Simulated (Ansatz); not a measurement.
# H6NO2ScSi: taking an electron away

An exercise on one series of results from a longer session: the logs are not shown, and one member is left open.

Computed with Ansatz 0.2.0, Gaussian basis. Level: unrestricted cation, the program's frozen cores in correlated methods.

The runs, in order: UKS PBE-D4/def2-TZVPP; UKS r2SCAN-D4/def2-TZVPP; UKS PBE0-D4/def2-TZVPP; UKS B3LYP-D4/def2-TZVPP; UKS wB97X-V/def2-TZVPP; UKS wB97M-V/def2-TZVPP; UKS B2PLYP/def2-TZVPP; UHF-CCSD(T)/def2-TZVPP; UHF-MP2/def2-QZVPP; extrapolation to the limit; then −ε(HOMO) from the neutral's earlier runs with LDA (SPW92), PBE-D4, revPBE-D4, BLYP-D4, r2SCAN-D4, B97M-V, PBE0-D4, B3LYP-D4, r2SCANh-D4, r2SCAN0-D4, HSE06-D4, BHLYP-D4, CAM-B3LYP-D4, LC-ωPBE, ωB97X-V, ωB97M-V.

### The relaxed structure

An earlier PBE0-D4 in a triple-zeta def2 set relaxation fixed the geometry.

SMILES `[NH2][Sc]([OH])[O][SiH3]`, 11 atoms, charge 0, spin multiplicity 1.

Atoms are counted from 1 here; the program's logs count them from 0.

Bond lengths: N1–Sc2 1.980 Å, N1–H6 1.012 Å, N1–H7 1.012 Å, Sc2–O3 1.868 Å, Sc2–O4 1.906 Å, O3–H8 0.952 Å, O4–Si5 1.624 Å, Si5–H9 1.490 Å, Si5–H10 1.491 Å, Si5–H11 1.490 Å. Angles: Sc2–N1–H6 126.2°, Sc2–N1–H7 126.3°, H6–N1–H7 107.5°, N1–Sc2–O3 116.8°, N1–Sc2–O4 117.2°, O3–Sc2–O4 125.9°, Sc2–O3–H8 167.4°, Sc2–O4–Si5 177.0°, O4–Si5–H9 110.7°, O4–Si5–H10 111.0°, O4–Si5–H11 110.8°, H9–Si5–H10 108.0°, H9–Si5–H11 108.1°, H10–Si5–H11 108.0°.

Set-up of the first run:

Contents of in.yaml:

```yaml
crystal:
  periodic: [false, false, false]
  atoms:
    - {symbol: N, position_ang: [0.145016, 1.218054, 2.210213]}
    - {symbol: Sc, position_ang: [0.441669, -0.281348, 0.951597]}
    - {symbol: O, position_ang: [1.349888, -1.773004, 1.615777]}
    - {symbol: O, position_ang: [-0.225038, -0.076192, -0.822508]}
    - {symbol: Si, position_ang: [-0.767775, 0.020291, -2.349975]}
    - {symbol: H, position_ang: [-0.328023, 2.088649, 2.002745]}
    - {symbol: H, position_ang: [0.437696, 1.254324, 3.178268]}
    - {symbol: H, position_ang: [1.784443, -2.607829, 1.760931]}
    - {symbol: H, position_ang: [-2.216447, -0.323474, -2.417594]}
    - {symbol: H, position_ang: [-0.028412, -0.918499, -3.241172]}
    - {symbol: H, position_ang: [-0.593028, 1.399019, -2.888273]}
basis:
  gaussian: {orbitals: def2-TZVPP}
total_charge: 1
magnetization: {spin_polarized: true, initial_magnetization: 1}
hamiltonian: {xc: pbe, dispersion: d4}
```

Run with:

```sh
$ ansatz run in.yaml --threads 2 --pin off --events-out ev --progress --plain --max-ram 32768MiB --backend cuda --devices 0, --max-vram 18GiB
```

Among the steps run: Cation, UKS PBE-D4/def2-TZVPP; Cation, UKS r2SCAN-D4/def2-TZVPP; Cation, UKS PBE0-D4/def2-TZVPP; Cation, UKS B3LYP-D4/def2-TZVPP; Cation, UKS wB97X-V/def2-TZVPP; Cation, UKS wB97M-V/def2-TZVPP; Cation, UKS B2PLYP (frozen core)/def2-TZVPP; Cation, UHF-CCSD(T)/def2-TZVPP; Cation, UHF-MP2/def2-QZVPP.

One table of the session follows, with a row left open; its other results are not shown here.

It belongs to the step «Ionisation energies side by side». For comparison, −ε(HOMO) of the neutral from earlier runs:

```
  functional  −ε(HOMO) (eV)
 LDA (SPW92)           5.97
      PBE-D4           5.78
   revPBE-D4           5.71
     BLYP-D4           5.67
   r2SCAN-D4           6.03
      B97M-V           6.09
     PBE0-D4           7.09
    B3LYP-D4           6.87
  r2SCANh-D4           6.53
  r2SCAN0-D4           7.28
    HSE06-D4           6.69
    BHLYP-D4           8.32
CAM-B3LYP-D4           8.53
     LC-ωPBE              ?
     ωB97X-V           9.55
     ωB97M-V           9.48
```

Q: Estimate the row for LC-ωPBE from the others.

**Answer.** −ε(HOMO) (eV): 9.93. In the column «−ε(HOMO) (eV)» it is the highest.
